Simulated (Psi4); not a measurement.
# One shape, several levels: AlHSF2 (SMILES [F][Al]([F])[SH])

Aim: a comparison of 5 runs (HF/3-21G, HF-D3(BJ)/jun-cc-pVTZ, B3LYP/6-31G*, UXLYP/6-311G, CAM-B3LYP/6-31+G*) of AlHSF2. 

Program for the calculation: Psi4 1.11.

3 further runs of the same task are left out: 3 set aside as unsound or not needed.

### 1 The structure to begin with

AlHSF2 has 5 atoms, charge 0, and is taken as a singlet. As SMILES, `[F][Al]([F])[SH]`. The shape is that of a PBE0-D4/def2-TZVP optimisation.

Bond lengths: F1–Al2 1.638 Å, Al2–F3 1.635 Å, Al2–S4 2.153 Å, S4–H5 1.346 Å. Angles: F1–Al2–F3 119.3°, F1–Al2–S4 121.0°, F3–Al2–S4 119.7°, Al2–S4–H5 91.6°.

### 2 Energy and gradient at HF/3-21G (run 1)

The input, job.py:

```python
import psi4

psi4.set_memory('1600 MB')
psi4.set_num_threads(1)
psi4.core.set_output_file('psi4.out', False)

mol = psi4.geometry("""
0 1
F      0.892200     0.387900     1.495500
Al     0.340300    -0.464700     0.211000
F      0.820600    -2.015600     0.014600
S     -1.003400     0.425700    -1.216000
H     -0.999700     1.593000    -0.546400
symmetry c1
no_reorient
no_com
""")

psi4.set_options(dict(basis='3-21G', puream=True, e_convergence=1e-09, d_convergence=1e-08, scf_type='pk'))

result, w = psi4.gradient('hf', molecule=mol, return_wfn=True)
psi4.oeprop(w, 'LOWDIN_CHARGES', 'DIPOLE', 'QUADRUPOLE')
print('gradient / Eh bohr^-1')
print(result.np.round(6))
print(f'energy = {w.energy():.10f} Eh')
for k, v in sorted(psi4.core.scalar_variables().items()):
    print(f'{k:45s} {v:18.10f}')
```

The run is started by

```
$ python job.py
```

psi4.out:

```text
[...]
  Running in c1 symmetry.
[...]
  Nuclear repulsion =  199.896858416041454
[...]
  Multiplicity = 1
[...]
  Nalpha       = 24
  Nbeta        = 24
[...]
    Number of basis functions: 46
[...]
   @RHF iter   1:  -834.62487231660066   -1.03005e+00   1.09873e-02 ADIIS/DIIS
[...]
   @RHF iter  11:  -834.73077486065120    0.00000e+00   2.57135e-09 DIIS
[...]
    Orbital Energies [Eh]
    ---------------------
    Doubly Occupied:
       1A    -91.332250     2A    -58.160632     3A    -26.133318
       4A    -26.127511     5A     -8.934309     6A     -6.608764
       7A     -6.607139     8A     -6.604178     9A     -4.968006
      10A     -3.273626    11A     -3.272839    12A     -3.272475
      13A     -1.549848    14A     -1.538310    15A     -1.007062
      16A     -0.687274    17A     -0.644644    18A     -0.637107
      19A     -0.634280    20A     -0.608546    21A     -0.607291
      22A     -0.564457    23A     -0.468410    24A     -0.418987
[...]
  @RHF Final Energy:  -834.73077486065120
   => Energetics <=
    Nuclear Repulsion Energy =            199.8968584160414537
    One-Electron Energy =               -1559.9327398114833159
    Two-Electron Energy =                 525.3051065347907524
    Total Energy =                       -834.7307748606511950
[...]
  -Total Gradient:
     Atom            X                  Y                   Z
    ------   -----------------  -----------------  -----------------
       1       -0.001722442197     0.001473753062    -0.001625450373
       2       -0.012492398407     0.015586019319    -0.009107738246
       3       -0.003402038147     0.001680181714    -0.003950531875
       4        0.011385632191    -0.009615635117     0.010931548941
       5        0.006231246568    -0.009124318977     0.003752171553
[...]
 Multipole Moments:
 ------------------------------------------------------------------------------------
     Multipole            Electronic (a.u.)      Nuclear  (a.u.)        Total (a.u.)
 ------------------------------------------------------------------------------------
 L = 1.  Multiply by 2.5417464519 to convert [e a0] to [Debye]
 Dipole X            :         -5.2977761            5.2628873           -0.0348888
 Dipole Y            :         23.7036583          -23.2175531            0.4861052
 Dipole Z            :          7.1589102           -6.9324603            0.2264499
 Magnitude           :                                                    0.5373965
 L = 2.  Multiply by 1.3450342976 to convert [e a0^2] to [Debye ang]
 Quadrupole XX       :       -141.0570072          113.6972941          -27.3597131
 Quadrupole XY       :         80.6919366          -79.4701886            1.2217479
[...]
```

Standard output:

```text
gradient / Eh bohr^-1
[[-0.001722  0.001474 -0.001625]
 [-0.012492  0.015586 -0.009108]
 [-0.003402  0.00168  -0.003951]
 [ 0.011386 -0.009616  0.010932]
 [ 0.006231 -0.009124  0.003752]]
energy = -834.7307748607 Eh
CURRENT ENERGY                                   -834.7307748607
CURRENT REFERENCE ENERGY                         -834.7307748607
DD SOLVATION ENERGY                                 0.0000000000
HF KINETIC ENERGY                                 833.6302886124
HF POTENTIAL ENERGY                             -1668.3610634731
HF TOTAL ENERGY                                  -834.7307748607
HF VIRIAL RATIO                                     2.0013201131
NUCLEAR REPULSION ENERGY                          199.8968584160
ONE-ELECTRON ENERGY                             -1559.9327398115
PCM POLARIZATION ENERGY                             0.0000000000
PE ENERGY                                           0.0000000000
SCF ITERATION ENERGY                             -834.7307748607
SCF ITERATIONS                                     11.0000000000
SCF TOTAL ENERGY                                 -834.7307748607
TWO-ELECTRON ENERGY                               525.3051065348
```

Run time: 1.2 s. Hardware: 1 thread of Intel Xeon 6975P-C (Granite Rapids), shared host; peak memory 0.18 GiB.

### 3 A single-point energy at HF-D3(BJ)/jun-cc-pVTZ (density fitting) (run 2)

The input, alf2hs.xyz:

```xyz
5
AlF2HS
F      0.892200     0.387900     1.495500
Al     0.340300    -0.464700     0.211000
F      0.820600    -2.015600     0.014600
S     -1.003400     0.425700    -1.216000
H     -0.999700     1.593000    -0.546400
```

The input, job.py:

```python
import psi4

psi4.set_memory('1600 MB')
psi4.set_num_threads(1)
psi4.set_output_file('alf2hs.out', False)

with open('alf2hs.xyz') as f:
    atoms = ''.join(f.readlines()[2:])
m = psi4.geometry('0 1\n' + atoms + 'symmetry c1')

options = {'basis': 'jun-cc-pVTZ', 'scf_type': 'df'}
psi4.set_options(options)

energy_value, wavefunction = psi4.energy('hf-d3bj2b', molecule=m, return_wfn=True)
print('E =', round(energy_value, 9))
for k, v in sorted(psi4.core.scalar_variables().items()):
    print(f'{k:45s} {v:18.10f}')
```

The run is started by

```
$ python job.py
```

alf2hs.out:

```text
[...]
  Running in c1 symmetry.
[...]
  Nuclear repulsion =  199.896858416041425
[...]
  Multiplicity = 1
[...]
  Nalpha       = 24
  Nbeta        = 24
[...]
    Number of basis functions: 178
[...]
   @DF-RHF iter   1:  -839.13601928624371   -1.10194e+00   3.22592e-03 ADIIS/DIIS
[...]
   @DF-RHF iter   7:  -839.25314509997895   -6.09229e-07   8.78301e-07 DIIS
[...]
    Orbital Energies [Eh]
    ---------------------
    Doubly Occupied:
       1A    -91.971642     2A    -58.540009     3A    -26.278630
       4A    -26.276368     5A     -8.975374     6A     -6.656508
       7A     -6.655720     8A     -6.654925     9A     -4.952337
      10A     -3.269032    11A     -3.268015    12A     -3.267225
      13A     -1.568370    14A     -1.559673    15A     -0.979503
      16A     -0.715561    17A     -0.679794    18A     -0.658095
      19A     -0.652100    20A     -0.639516    21A     -0.635439
      22A     -0.564549    23A     -0.473167    24A     -0.410514
[...]
  @DF-RHF Final Energy:  -839.25314509997895
   => Energetics <=
    Nuclear Repulsion Energy =            199.8968584160414252
    One-Electron Energy =               -1565.6410658526560837
    Two-Electron Energy =                 526.5184482901794354
    Total Energy =                       -839.2531450999789513
[...]
 Multipole Moments:
 ------------------------------------------------------------------------------------
     Multipole            Electronic (a.u.)      Nuclear  (a.u.)        Total (a.u.)
 ------------------------------------------------------------------------------------
 L = 1.  Multiply by 2.5417464519 to convert [e a0] to [Debye]
 Dipole X            :          2.4874405           -2.7319632           -0.2445227
 Dipole Y            :         -2.4967296            2.9375710            0.4408414
 Dipole Z            :          2.1588876           -2.2598799           -0.1009923
 Magnitude           :                                                    0.5141322
[...]
```

Standard output:

```text
E = -839.2531451
CURRENT ENERGY                                   -839.2531451000
CURRENT REFERENCE ENERGY                         -839.2531451000
DD SOLVATION ENERGY                                 0.0000000000
DISPERSION CORRECTION ENERGY                       -0.0273859535
HF KINETIC ENERGY                                 839.0768906844
HF POTENTIAL ENERGY                             -1678.3300357844
HF TOTAL ENERGY                                  -839.2257591464
HF VIRIAL RATIO                                     2.0002100575
HF-D3(BJ) DISPERSION CORRECTION ENERGY             -0.0273859535
NUCLEAR REPULSION ENERGY                          199.8968584160
ONE-ELECTRON ENERGY                             -1565.6410658527
PCM POLARIZATION ENERGY                             0.0000000000
PE ENERGY                                           0.0000000000
SCF ITERATION ENERGY                             -839.2531451000
SCF ITERATIONS                                      7.0000000000
SCF TOTAL ENERGY                                 -839.2531451000
TWO-ELECTRON ENERGY                               526.5184482902
```

It took 4.2 s on 1 thread of Intel Xeon 6975P-C (Granite Rapids), shared host; peak memory 0.4 GiB.

Runs 3 to 4 aren't shown in full; the table further down has their settings and results.

### 4 Energy and forces at CAM-B3LYP/6-31+G(d) (spherical functions) (run 5)

The input, job.in:

```
memory 1600 mb

molecule m {
  F
  Al 1 R2
  F 2 R3 1 A3
  S 2 R4 3 A4 1 D4
  H 4 R5 2 A5 3 D5

  R2 = 1.637517
  R3 = 1.635406
  A3 = 119.27369
  R4 = 2.152829
  A4 = 119.73096
  D4 = -179.99749
  R5 = 1.345722
  A5 = 91.56006
  D5 = -179.89002
  symmetry c1
}

set globals {
  reference            rks
  puream               true
  e_convergence        1e-09
  d_convergence        1e-08
  scf_type             pk
  dft_radial_points    99
  dft_spherical_points 590
}

E, wfn = gradient('cam-b3lyp/6-31+G*', return_wfn=True)
```

The run is started by

```
$ psi4 job.in job.out -n 1
```

job.out:

```text
[...]
  Running in c1 symmetry.
[...]
  Nuclear repulsion =  199.896817743338772
[...]
  Multiplicity = 1
[...]
  Nalpha       = 24
  Nbeta        = 24
[...]
    Number of basis functions: 82
[...]
   @RKS iter   1:  -840.86853083016115   -6.56720e-01   8.43567e-03 DIIS/ADIIS
[...]
   @RKS iter  11:  -841.04801198612643   -9.43601e-12   9.49248e-09 DIIS
[...]
    Orbital Energies [Eh]
    ---------------------
    Doubly Occupied:
       1A    -88.952241     2A    -56.188672     3A    -24.772359
       4A    -24.769279     5A     -8.032834     6A     -5.996901
       7A     -5.993167     8A     -5.989173     9A     -4.283249
      10A     -2.839254    11A     -2.835184    12A     -2.834081
      13A     -1.260699    14A     -1.251461    15A     -0.834768
      16A     -0.579138    17A     -0.542189    18A     -0.521771
      19A     -0.517080    20A     -0.504761    21A     -0.501736
      22A     -0.485687    23A     -0.413634    24A     -0.356842
[...]
  @RKS Final Energy:  -841.04801198612643
   => Energetics <=
    Nuclear Repulsion Energy =            199.8968177433387723
    One-Electron Energy =               -1565.0109786792788782
    Two-Electron Energy =                 573.8259154114559806
    DFT Exchange-Correlation Energy =     -49.7597664616422293
    Empirical Dispersion Energy =           0.0000000000000000
    VV10 Nonlocal Energy =                  0.0000000000000000
    Total Energy =                       -841.0480119861264257
[...]
 Multipole Moments:
 ------------------------------------------------------------------------------------
     Multipole            Electronic (a.u.)      Nuclear  (a.u.)        Total (a.u.)
 ------------------------------------------------------------------------------------
 L = 1.  Multiply by 2.5417464519 to convert [e a0] to [Debye]
 Dipole X            :          0.0016170           -0.0023665           -0.0007495
 Dipole Y            :         -3.9258334            4.4547940            0.5289606
 Dipole Z            :         -1.3127141            1.1639663           -0.1487478
 Magnitude           :                                                    0.5494777
[...]
  -Total Gradient:
     Atom            X                  Y                   Z
    ------   -----------------  -----------------  -----------------
       1        0.000006194196    -0.000557282353     0.011357921862
       2       -0.000002973257    -0.007591257030    -0.006806083439
       3       -0.000005851274     0.010077139125    -0.005399867767
       4        0.000013112811     0.000411184557     0.000767054774
       5       -0.000010438446    -0.002303392039     0.000117329368
[...]
```

Run time: 13 s. Hardware: 1 thread of Intel Xeon 6975P-C (Granite Rapids), shared host; peak memory 0.9 GiB.

### 5 Overview of the runs

| run | level | task | integrals | energy (Eh) | dipole moment (D) | HOMO energy (eV) | LUMO energy (eV) | wall time |
| --- | --- | --- | --- | --- | --- | --- | --- | --- |
| 1 | HF/3-21G | gradient | pk | -834.730775 | 1.37 | -11.40 | 2.06 | 1.2 s |
| 2 | HF-D3(BJ)/jun-cc-pVTZ (density fitting) | energy | df | -839.253145 | 1.31 | -11.17 | 0.58 | 4.2 s |
| 3 | B3LYP/6-31G* (Cartesian functions) | energy | pk | -841.096877 | 1.19 | -7.93 | -1.28 | 5.7 s |
| 4 | UXLYP/6-311G (density fitting) | energy | df | -841.424199 | 1.49 | -7.17 | -2.34 | 3.3 s |
| 5 | CAM-B3LYP/6-31+G* (spherical functions) | gradient | pk | -841.048012 | 1.40 | -9.71 | -0.67 | 13 s |

### 6 Results

| quantity | value |
| --- | --- |
| run 5: total energy | -841.04801 Eh |
| run 5: dipole moment | 1.40 D |
| run 5: HOMO energy | -9.71 eV |
| run 5: LUMO energy | -0.67 eV |
| run 5: HOMO–LUMO gap | 9.04 eV |
| run 5: largest force on an atom | 0.588 eV/Å |

In words: The dipole moment (its size) runs from 1.19 D (B3LYP/6-31G*) to 1.49 D (UXLYP/6-311G). The two ends differ in method and basis. The HOMO–LUMO gap runs from 4.83 eV (UXLYP/6-311G) to 13.46 eV (HF/3-21G). Totals of different functionals can't be ranked against each other. All runs together took 27 s, the longest 13 s.
